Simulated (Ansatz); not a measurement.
**Cu: a tetragonal deformation path**

The task here is to estimate one member of a computed series from the others.

Computed with Ansatz 0.2.0 (DFT PBEsol, scalar-relativistic, plane waves, PAW, unless a step's input says otherwise).

## The structure to begin with

It takes space group I4/mmm (No. 139, tetragonal). The conventional cell has a = 2.886 Å, b = 2.886 Å, c = 2.752 Å, α = 90.00°, β = 90.00°, γ = 90.00°. Around Cu (site symmetry 4/mmm) lie 10 Cu at 2.46 to 2.75 Å.

Coordinates:

```cif
data_structure
_symmetry_space_group_name_H-M 'I4/mmm'
_symmetry_Int_Tables_number 139
_cell_length_a 2.8856
_cell_length_b 2.8856
_cell_length_c 2.7522
_cell_angle_alpha 90.000
_cell_angle_beta 90.000
_cell_angle_gamma 90.000
_cell_volume 22.92
loop_
_atom_site_label
_atom_site_type_symbol
_atom_site_symmetry_multiplicity
_atom_site_Wyckoff_symbol
_atom_site_fract_x
_atom_site_fract_y
_atom_site_fract_z
_atom_site_occupancy
Cu1 Cu 2 a 0.00000 0.00000 0.00000 1
```

It goes back to an entry of the Materials Project, which need not be the stable form.

No relaxation comes first: the listed cell is the starting point.

## Zero of energy

Reference values: F = -6588.7353 eV; pressure -1.42 GPa; largest force 0.000 eV/Å; gap on the mesh none (metal). It was computed beforehand with the settings of the runs below.

Set-up of the first run:

At fixed volume and fractional coordinates, lengths along (0.000, 0.000, 1.000) are scaled against those across it; ρ is that ratio over its starting value.

Contents of input.yaml:

```yaml
crystal:
  lattice:
    - [-1.5231095727, 1.5231095727, 1.2347814342]
    - [1.5231095727, -1.5231095727, 1.2347814342]
    - [1.5231095727, 1.5231095727, -1.2347814342]
  atoms:
    - { symbol: Cu, position: [0.0, 0.0, 0.0] }
basis:
  ecutwfc: 420
kpoints:
  mp_grid: { grid: [26, 26, 26] }
hamiltonian:
  xc: pbesol
scf:
  occupations: { method: gaussian, width: 0.15 }
output:
  forces: true
  stress: true
  eigenvalues: true
```

Run with:

```console
$ ansatz run input.yaml --threads 1 --pin off --max-ram 2560MiB --backend cpu --events-out ev --progress --plain --runs-dir out
```

Steps of the session up to this table: ρ = 0.850; At ρ = 1.200; At ρ = 0.920; Point ρ = 1.100; ρ = 0.960; ρ = 1.050; ρ = 0.800; At ρ = 1.300.

One of the session's tables, all rows but one given; the rest of the session is left out.

The scan, with free energies counted from the undisturbed cell:

```
    ρ  ΔE (meV/atom)  pressure (GPa)
0.800           68.7             2.8
0.850           25.6             0.6
0.920            3.1            -1.0
0.960            0.2            -1.3
1.000            0.0            -1.4
1.050              ?               ?
1.100           -0.7            -1.4
1.200           -8.7            -1.5
1.300          -22.2            -1.7
```

Estimate the missing values for ρ = 1.050.

Worked estimate for «ΔE (meV/atom)». A straight line through the neighbours (1.000, 0.0) and (1.100, -0.7) gives 0.0 + (-0.7 − 0.0) × (1.050 − 1.000) / (1.100 − 1.000) = -0.3; a parabola fitted to 4 rows on both sides gives 0.5.

As computed: ΔE (meV/atom): 0.2; pressure (GPa): -1.5. In «ΔE (meV/atom)» the line misses by -0.5 and the parabola by +0.3. Between these rows the values bend or scatter more than so simple an estimate can follow.
